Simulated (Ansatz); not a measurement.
**MoN+ (triplet): the correlation ladder, def2-QZVPP**

An exercise on one series of results from a longer session: the logs are not shown, and one member is left open.

Program: Ansatz 0.2.0, Gaussian basis. Level of theory: def2-QZVPP, core rule «outside noble gas», up to 5 orbitals frozen. These are calculated values, not measurements.

To be run: UHF; ROHF; CCSD(T) on UHF.

2 further runs of the same task are left out: 2 set aside as unsound or not needed. Runs told in other sessions of the task aren't counted.

### The system

The geometry is a PBE0/def2-TZVP stationary point (not a proven minimum) of the parent state, kept for this charge and spin. No spin-orbit coupling is included. Elements past krypton take def2 core potentials.

2 atoms, charge 1, spin multiplicity 3.

Atoms are counted from 1 here; the program's logs count them from 0.

Bond lengths: Mo1–N2 1.575 Å.

Set-up of the first run:

File in.yaml:

```yaml
crystal:
  periodic: [false, false, false]
  atoms:
    - {symbol: Mo, position_ang: [0.000000, 0.000000, 0.000000]}
    - {symbol: N, position_ang: [0.000000, 0.000000, 1.575000]}
basis:
  gaussian: {orbitals: "def2-QZVPP.json"}
total_charge: 1
magnetization: {spin_polarized: true, initial_magnetization: 2}
hamiltonian: {xc: hf}
output: {orbitals: {seedname: orbitals}}
```

Run with:

```sh
> ansatz run in.yaml --threads 1 --pin off --events-out ev --progress --plain --max-ram 2816MiB --backend cpu
```

Steps of the session up to this table: UHF; ROHF; CCSD(T) on UHF.

One table of the session follows, with a row left open; its other results are not shown here.

```
  method  from UCCSD(T) (meV)
    ROHF             +11195.9
     UHF             +10340.6
    UMP2              +1181.3
   UCCSD                    ?
UCCSD(T)                    0
```

Q: Estimate the row for UCCSD from the others.

The run gave: from UCCSD(T) (meV): +632.9. In the column «from UCCSD(T) (meV)» it lies between UCCSD(T) (0) and UMP2 (+1181.3).

The program flags UCCSD(T) as in doubt (see the logs), so the zero of the table is itself unsure.

Caveats from the session: The determinant of HF (⟨S²⟩ 2.81) is far from a pure spin state, so its energy mixes those of several spin states; that is harmless only where they are near-degenerate. The determinant of CCSD(T) (⟨S²⟩ 2.81) is far from a pure spin state, so its energy mixes those of several spin states; high orders of coupled cluster remove much of that, low ones don't. The program flags UCCSD(T) as in doubt, so the zero of the table is itself unsure.
